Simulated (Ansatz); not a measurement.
# GdBi (zincblende type): the cost of one run

Computed with Ansatz 0.2.0 (DFT LDA, with the methods named in each step, unless a step's input says otherwise).

2 further runs of the same task are left out: 2 that didn't finish.

**1. Starting point**

The structure is cubic, space group F-43m (No. 216). The conventional cell has a = 6.214 Å, b = 6.214 Å, c = 6.214 Å, α = 90.00°, β = 90.00°, γ = 90.00°. Gd (site symmetry -43m) is surrounded by 4 Bi at 2.69 Å. Bi (site symmetry -43m) has 4 Gd at 2.69 Å as nearest neighbours.

As a file:

```cif
data_structure
_symmetry_space_group_name_H-M 'P 1'
_symmetry_Int_Tables_number 1
_cell_length_a 4.3943
_cell_length_b 4.3943
_cell_length_c 4.3943
_cell_angle_alpha 60.000
_cell_angle_beta 60.000
_cell_angle_gamma 60.000
_cell_volume 60.00
loop_
_atom_site_label
_atom_site_type_symbol
_atom_site_fract_x
_atom_site_fract_y
_atom_site_fract_z
_atom_site_occupancy
Gd1 Gd 0.00000 0.00000 0.00000 1
Bi1 Bi 0.25000 0.25000 0.25000 1
```

Whether this phase is the stable one at these pressures isn't tested.

Atoms are numbered in the order of the input: Gd1, Bi2.

**2. Cell relaxed at zero pressure, PAW**

File input.yaml:

```yaml
crystal:
  lattice:
    - [0.0, 3.107232506, 3.107232506]
    - [3.107232506, 0.0, 3.107232506]
    - [3.107232506, 3.107232506, 0.0]
  atoms:
    - { symbol: Gd, position: [0.0, 0.0, 0.0], spin: 7.0 }
    - { symbol: Bi, position: [0.25, 0.25, 0.25] }
magnetization:
  spin_polarized: true
kpoints:
  mp_grid: { grid: [11, 11, 11] }
scf:
  occupations: { method: fermi_dirac, width: 0.05 }
hamiltonian:
  xc: lda
  pseudopotentials: { kind: paw }
output:
  forces: true
  stress: true
relax:
  f_tol: 0.005
  max_steps: 40
  cell: {}
```

The run is started by

```
> ansatz run input.yaml --threads 1 --pin off --max-ram 3072MiB --backend cpu --events-out ev --progress --plain --runs-dir out
```

**Question.** How long does this run take on 1 thread of Arm Neoverse V1, shared host, and how much memory does it need?

About 3.2 min, with a peak of 0.53 GiB.
